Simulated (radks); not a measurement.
**Dipole-allowed lines with 4 electrons: Be, B⁺, C²⁺, N³⁺, O⁴⁺, F⁵⁺**

Aim: excitation energies and oscillator strengths as poles of the dipole polarisability below minus the highest eigenvalue. Time-dependent linear response with the Hartree and adiabatic LDA kernel follows each ground state; no spin-orbit coupling. Its values go to the run's result record, not to the log.

Program: radks (a radial shooting solver on a logarithmic mesh, Libxc functionals) version 1. Level of theory: scalar-relativistic Kohn-Sham, LDA (Slater exchange, VWN5 correlation), spin-polarised, spherical densities, finite nucleus. These are calculated values, not measurements, unless marked.

## Step 1: The atom as given

```
species : Be ([He] 2s2), B⁺ ([He] 2s2), C²⁺ ([He] 2s2), N³⁺ ([He] 2s2), O⁴⁺ ([He] 2s2), F⁵⁺ ([He] 2s2)
```

In the logs a row gives level, spin channel, occupation and eigenvalue; Etot, Ekin, Encl (electron-nucleus), Eh (Hartree) and Exc are energies, all in hartree; err is the last residual, it the number of iterations.

## Step 2: Be, [He] 2s2

Input:

```text
Z 4
configuration [He] 2s2 2p0 3s0 3d0
relativity scalar-relativistic
functional lda,vwn5
spin polarised
nucleus finite rms 2.519 fm
c 137.035999084
response adiabatic LDA kernel, real frequencies
```

Run with:

```console
> python run_ks.py task.json out
```

This one command runs every case of the session in turn.

The program printed:

```text
1s      1   1.0000          -3.85704086
2s      1   1.0000          -0.20577651
2p      1   0.0000          -0.07713804
3s      1   0.0000          -0.00126160
3d      1   0.0000           0.00150606
1s      2   1.0000          -3.85704086
2s      2   1.0000          -0.20577651
2p      2   0.0000          -0.07713804
3s      2   0.0000          -0.00126160
3d      2   0.0000           0.00150606
Etot -14.450037484011105
Ekin 14.31748293491707
Encl -33.36899681531199
Eh 7.11696508791288
Exc -2.5154886915290673
err 1.1007373307779662e-10
it 13
```

2s is the highest filled level (-5.599 eV). Lines from the response step: 4.822 eV (2s-2p), f = 1.30.

From the orbitals of this run (lengths in bohr):

| level | occupation | energy (eV) | <r> | outermost maximum (interpolated) | 90 % within | nodes |
| --- | --- | --- | --- | --- | --- | --- |
| 1s | 2 | -104.96 | 0.4250 | 0.269 | 0.767 | 0 |
| 2s | 2 | -5.599 | 2.619 | 2.04 | 4.17 | 1 |
| 2p | 0 | -2.099 | 3.186 | 2.28 | 5.40 | 0 |

The radial density on a logarithmic grid:

```csv
r (bohr),4πr²ρ (e/bohr)
0.0125,0.06257
0.0174,0.1159
0.0242,0.2116
0.0333,0.3731
0.0462,0.6487
0.0642,1.084
0.0891,1.716
0.124,2.522
0.170,3.332
0.236,3.875
0.328,3.750
0.456,2.836
0.633,1.560
0.878,0.6789
1.21,0.5295
1.68,0.7411
2.33,0.7663
3.23,0.4709
4.49,0.1548
6.18,0.02442
8.58,0.001347
```

## Step 3: B⁺, [He] 2s2

Input:

```text
Z 5
configuration [He] 2s2 2p0 3s0 3d0
relativity scalar-relativistic
functional lda,vwn5
spin polarised
nucleus finite rms 2.406 fm
c 137.035999084
response adiabatic LDA kernel, real frequencies
```

The program printed:

```text
1s      1   1.0000          -7.04617508
2s      1   1.0000          -0.71340086
2p      1   0.0000          -0.49454734
3s      1   0.0000          -0.15590253
3d      1   0.0000          -0.07815692
1s      2   1.0000          -7.04617508
2s      2   1.0000          -0.71340086
2p      2   0.0000          -0.49454734
3s      2   0.0000          -0.15590253
3d      2   0.0000          -0.07815692
Etot -24.0457734269244
Ekin 23.89902722963709
Encl -54.24076461989688
Eh 9.561641534706874
Exc -3.2656775713714845
err 2.952317754633452e-11
it 13
```

The top filled level is 2s, -19.413 eV. Lines from the response step: 8.481 eV (2s-2p), f = 0.970; 16.250 eV (unassigned), f = 0.0724; 18.059 eV (2s-4p), f = 0.0189; 18.664 eV (2s-5p), f = 0.0103.

## Step 4: C²⁺, [He] 2s2

Input:

```text
Z 6
configuration [He] 2s2 2p0 3s0 3d0
relativity scalar-relativistic
functional lda,vwn5
spin polarised
nucleus finite rms 2.4702 fm
c 137.035999084
response adiabatic LDA kernel, real frequencies
```

The program printed:

```text
1s      1   1.0000         -11.24450603
2s      1   1.0000          -1.47636149
2p      1   0.0000          -1.17050340
3s      1   0.0000          -0.43018861
3d      1   0.0000          -0.29887766
1s      2   1.0000         -11.24450603
2s      2   1.0000          -1.47636149
2p      2   0.0000          -1.17050340
3s      2   0.0000          -0.43018861
3d      2   0.0000          -0.29887766
Etot -36.146582502499996
Ekin 35.99783056929899
Encl -80.11727988584843
Eh 11.981254169029288
Exc -4.008387354979845
err 1.4878441998164062e-09
it 12
```

2s is the highest filled level (-40.174 eV). Lines from the response step: 11.774 eV (2s-2p), f = 0.723; 30.191 eV (unassigned), f = 0.216; 35.493 eV (2s-4p), f = 0.0563; 37.395 eV (2s-5p), f = 0.0243; 38.333 eV (2s-6p), f = 0.0132; 38.972 eV (2s-7p), f = 0.0121.

## Step 5: N³⁺, [He] 2s2

Input:

```text
Z 7
configuration [He] 2s2 2p0 3s0 3d0
relativity scalar-relativistic
functional lda,vwn5
spin polarised
nucleus finite rms 2.5582 fm
c 137.035999084
response adiabatic LDA kernel, real frequencies
```

The program printed:

```text
1s      1   1.0000         -16.44774120
2s      1   1.0000          -2.49161365
2p      1   0.0000          -2.09983897
3s      1   0.0000          -0.81779524
3d      1   0.0000          -0.63533085
1s      2   1.0000         -16.44774120
2s      2   1.0000          -2.49161365
2p      2   0.0000          -2.09983897
3s      2   0.0000          -0.81779524
3d      2   0.0000          -0.63533085
Etot -50.7530928816282
Ekin 50.61690250326566
Encl -111.01459070570769
Eh 14.39182133138114
Exc -4.747226010567308
err 1.2027531674244233e-10
it 13
```

2s is the highest filled level (-67.800 eV). Lines from the response step: 14.974 eV (2s-2p), f = 0.578; 47.908 eV (unassigned), f = 0.321; 58.025 eV (2s-4p), f = 0.0840; 61.891 eV (2s-5p), f = 0.0360; 63.836 eV (2s-6p), f = 0.0189; 64.957 eV (2s-7p), f = 0.0113.

## Step 6: O⁴⁺, [He] 2s2

Input:

```text
Z 8
configuration [He] 2s2 2p0 3s0 3d0
relativity scalar-relativistic
functional lda,vwn5
spin polarised
nucleus finite rms 2.6991 fm
c 137.035999084
response adiabatic LDA kernel, real frequencies
```

The program printed:

```text
1s      1   1.0000         -22.65516513
2s      1   1.0000          -3.75835372
2p      1   0.0000          -3.28091711
3s      1   0.0000          -1.31759339
3d      1   0.0000          -1.08437786
1s      2   1.0000         -22.65516513
2s      2   1.0000          -3.75835372
2p      2   0.0000          -3.28091711
3s      2   0.0000          -1.31759339
3d      2   0.0000          -1.08437786
Etot -67.8675667218049
Ekin 67.76233947708349
Encl -146.9450341732305
Eh 16.79891179483578
Exc -5.483783820493665
err 8.525101929895816e-11
it 13
```

Highest occupied level: 2s at -102.27 eV. Lines from the response step: 18.143 eV (2s-2p), f = 0.482; 69.424 eV (unassigned), f = 0.397; 85.671 eV (2s-4p), f = 0.104; 92.127 eV (2s-5p), f = 0.0441; 95.421 eV (2s-6p), f = 0.0231; 97.333 eV (2s-7p), f = 0.0137.

## Step 7: F⁵⁺, [He] 2s2

Input:

```text
Z 9
configuration [He] 2s2 2p0 3s0 3d0
relativity scalar-relativistic
functional lda,vwn5
spin polarised
nucleus finite rms 2.8976 fm
c 137.035999084
response adiabatic LDA kernel, real frequencies
```

The program printed:

```text
1s      1   1.0000         -29.86718301
2s      1   1.0000          -5.27645510
2p      1   0.0000          -4.71311669
3s      1   0.0000          -1.92922918
3d      1   0.0000          -1.64517708
1s      2   1.0000         -29.86718301
2s      2   1.0000          -5.27645510
2p      2   0.0000          -4.71311669
3s      2   0.0000          -1.92922918
3d      2   0.0000          -1.64517708
Etot -87.49297895013865
Ekin 87.44203461558729
Encl -187.92113481157833
Eh 19.205081477965052
Exc -6.218960232112657
err 7.339871297927421e-11
it 13
```

2s is the highest filled level (-143.58 eV). Lines from the response step: 21.309 eV (2s-2p), f = 0.415; 94.745 eV (unassigned), f = 0.454; 118.44 eV (2s-4p), f = 0.118; 128.11 eV (2s-5p), f = 0.0500; 133.08 eV (2s-6p), f = 0.0262; 135.99 eV (2s-7p), f = 0.0155.

## Step 8: Summary of results

```csv
species,−ε(HOMO) (eV),lowest orbital gap (eV),first line (eV),f,strongest line (eV),its f,static α (bohr³),measured (eV)
Be,5.599,2s-2p 3.500,4.822,1.30,4.822,1.30,43.77,2s-2p 5.277
B⁺,19.413,2s-2p 5.955,8.481,0.970,8.481,0.970,10.77,2s-2p 9.100
C²⁺,40.174,2s-2p 8.323,11.774,0.723,11.774,0.723,4.249,-
N³⁺,67.800,2s-2p 10.661,14.974,0.578,14.974,0.578,2.102,-
O⁴⁺,102.27,2s-2p 12.992,18.143,0.482,18.143,0.482,1.191,-
F⁵⁺,143.58,2s-2p 15.329,21.309,0.415,94.745,0.454,0.7387,-
```

In words: In Be the response moves the first line 1.322 eV above the bare orbital gap, and the lines found carry 95 % of the static polarisability. Against the values (averaged over fine structure) of the NIST Handbook of Basic Atomic Spectroscopic Data the first line is off by -0.45 eV in Be, -0.62 eV in B⁺. Very weak lines can be missed, and lines above minus the highest eigenvalue dissolve into this model's continuum.
